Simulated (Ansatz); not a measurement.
# AlRu, space group Pm-3m: an all-electron equation of state

Program: Ansatz 0.2.0 through its Python package.

Run as a notebook:

**Cell 1**
```python
from dataclasses import dataclass
import warnings

import ansatz as az
from ase.eos import EquationOfState
from ase.units import GPa
import numpy as np
```

**Cell 2**
```python
@dataclass(frozen=True)
class Settings:
    functional: str = "pbe"
    occupations: str = "Methfessel-Paxton"
    width_ev: float = 0.15
    kmesh: tuple[int, ...] = (10, 10, 10)
```

**Cell 3**
```python
cfg = Settings()
```

**Cell 4**
```python
VECTORS = np.array([
    [2.9916, 0.0, 0.0],
    [0.0, 2.9916, 0.0],
    [0.0, 0.0, 2.9916],
])
SITES = [
    ("Al", [0.0, 0.0, 0.0]),
    ("Ru", [0.5, 0.5, 0.5]),
]


def crystal_on(cell):
    crystal = az.Crystal(lattice=az.Lattice.of(cell))
    for symbol, position in SITES:
        crystal = crystal.atom(symbol, position)
    return crystal

warnings.simplefilter("ignore", az.DeckWarning)
```

**Cell 5**
```python
volumes, energies = [], []
for scale in np.linspace(0.92, 1.08, 5):
    cell = VECTORS * scale ** (1 / 3)
    calculation = (
        crystal_on(cell).calculation()
        .functional(cfg.functional)
        .occupations(cfg.occupations, width=cfg.width_ev)
        .kpoints(*cfg.kmesh)
        .pseudopotentials("all_electron", lapw=True)
    )
    r = calculation.run().report
    volumes.append(abs(np.linalg.det(cell)) / len(SITES))
    energies.append(r["free_energy_ev"] / len(SITES))
    print(f"{scale:.3f} {volumes[-1]:9.4f} A^3/atom {energies[-1]:16.5f} eV/atom  (estimated basis error {1000 * r['lapw_basis_errors']['total_ev_per_atom']:.2f} meV/atom)")
v0, e0, bulk = EquationOfState(volumes, energies, eos="birchmurnaghan").fit()
print(f"V0 = {v0:.4f} A^3/atom, B0 = {bulk / GPa:.1f} GPa")
```
Output:
```text
0.920   12.3160 A^3/atom     -64951.90943 eV/atom  (estimated basis error 0.06 meV/atom)
0.960   12.8514 A^3/atom     -64951.96888 eV/atom  (estimated basis error 0.06 meV/atom)
1.000   13.3869 A^3/atom     -64951.99267 eV/atom  (estimated basis error 0.06 meV/atom)
1.040   13.9224 A^3/atom     -64951.98768 eV/atom  (estimated basis error 0.07 meV/atom)
1.080   14.4579 A^3/atom     -64951.95946 eV/atom  (estimated basis error 0.07 meV/atom)
V0 = 13.5486 A^3/atom, B0 = 203.4 GPa
```

A third-order Birch-Murnaghan fit through the 5 points has its minimum at 13.55 Å³ an atom, 1.2 % above the typed cell, with a bulk modulus of 203 GPa and dB/dP = 4.4. From that minimum the energy rises by 84.5 meV an atom on the compressed side and 34.5 meV on the expanded side.

All-electron totals depend on functional, relativistic treatment and basis; only differences at equal settings carry meaning. Spin is left out of this run. The mesh is modest for a metal, so energies can be off by several to tens of meV an atom and pressures by half a GPa or more; differences at equal mesh fare better. The structure is a deposited one; some such entries were measured under pressure or heat, so a shift against it needn't be the functional's error alone. Run time: 52 s on 1 thread of Arm Neoverse V2, on a shared host, peak memory 0.44 GiB.
